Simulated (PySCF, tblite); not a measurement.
# C6H8FNO2: geometry, infrared bands and NMR shifts

Wanted: the infrared bands and NMR shifts of C6H8FNO2 (`COCC[C@@]1(C#N)O[C@@H]1F`), by calculation.

Programs: tblite 0.8.0 and PySCF 2.14.0, with density-fitted response routines of our own. Each step states its level of theory. These are calculated values for one molecule in the gas phase, unless marked as measured. Atoms count from 0, in the outputs and in this text.

**1. The starting structure**

18 atoms, charge 0, multiplicity 1; geometry from: force field or distance geometry start.

Bonds of the start (Å): C0–O1 1.43, O1–C2 1.44, C2–C3 1.52, C3–C4 1.50, C4–C5 1.43, C5–N6 1.15, C4–O7 1.45, O7–C8 1.43, C8–F9 1.39, C8–C4 1.50, C0–H10 1.09, C0–H11 1.09, C0–H12 1.09, C2–H13 1.09, C2–H14 1.10, C3–H15 1.12, C3–H16 1.10, C8–H17 1.07.

**2. Geometry optimisation with GFN2-xTB**

The job: settings as JSON, then the geometry in Å.

```
{"job": {"kind": "relax", "xc": "GFN2-xTB", "basis": "xTB"}, "charge": 0, "multiplicity": 1}
C      1.793900     0.270100    -1.760600
O      0.505700    -0.260400    -1.435200
C      0.571700    -1.182600    -0.325800
C      0.312800    -0.431900     0.975300
C     -1.096000     0.083300     1.071100
C     -2.144500    -0.852100     1.355100
N     -2.945800    -1.648000     1.591700
O     -1.192300     1.325100     1.807100
C     -1.445700     1.377700     0.398700
F     -2.764000     1.598400     0.013100
H      2.215800     0.804400    -0.910600
H      2.455400    -0.526500    -2.088000
H      1.647900     0.981200    -2.573200
H      1.530000    -1.702600    -0.307600
H     -0.216800    -1.924200    -0.496000
H      0.495100    -1.118100     1.836800
H      1.026700     0.392100     1.086600
H     -0.758700     1.889100    -0.250200
```

Started as:

```bash
$ OMP_NUM_THREADS=1 python probes_run.py task.json out
```

This one command runs all jobs of the session in turn.

**Question.** This job is followed by: GFN2-xTB harmonic vibrations, gas phase; GIAO PBE0/pcSseg-1 NMR shielding, non-relativistic, gas phase. Predict these results of the whole session: strongest single infrared mode (GFN2-xTB); zero-point energy (GFN2-xTB); ¹³C shifts against TMS (PBE0/pcSseg-1); ¹H shifts against TMS (PBE0/pcSseg-1, means over atoms taken as alike); ¹⁷O shifts against H2O (PBE0/pcSseg-1); ¹⁵N shifts against NH3 (PBE0/pcSseg-1); ¹⁹F shifts against CFCl3 (PBE0/pcSseg-1).

**Answer**, as computed:

| quantity | value |
| --- | --- |
| strongest single infrared mode (GFN2-xTB) | 2406 cm⁻¹, 127 km/mol |
| zero-point energy (GFN2-xTB) | 84.1 kcal/mol |
| ¹³C shifts against TMS (PBE0/pcSseg-1) | 121.5, 92.8, 71.2, 58.2, 47.6, 34.1 ppm |
| ¹H shifts against TMS (PBE0/pcSseg-1, means over atoms taken as alike) | 5.38, 4.41, 3.39, 3.32, 1.94, 1.69 ppm |
| ¹⁷O shifts against H2O (PBE0/pcSseg-1) | 102.6, 14.1 ppm |
| ¹⁵N shifts against NH3 (PBE0/pcSseg-1) | 311.3 ppm |
| ¹⁹F shifts against CFCl3 (PBE0/pcSseg-1) | -172.5 ppm |

In words: Over 69 steps the energy fell by 0.239 eV; of the close pairs, O7–C8 changed most, 1.432 to 1.366 Å. No mode is imaginary among the 48: a minimum at this level. The strongest single mode, at 2406 cm⁻¹, moves mainly C5 and N6. GFN2-xTB is a fitted tight-binding method: band positions and strengths are rough. Its intensities can rank the bands wrongly. C5 (nitrile carbon) lies farthest downfield among carbon, at 121.5 ppm; typical of a nitrile. The most deshielded hydrogen is H17 (hydrogen on a three-membered-ring carbon bearing a halogen), at 5.38 ppm: its carbon carries F and O, hence the downfield position. At PBE0/pcSseg-1: The largest span, 524 ppm, is at N6, where the paramagnetic term is -383 ppm.
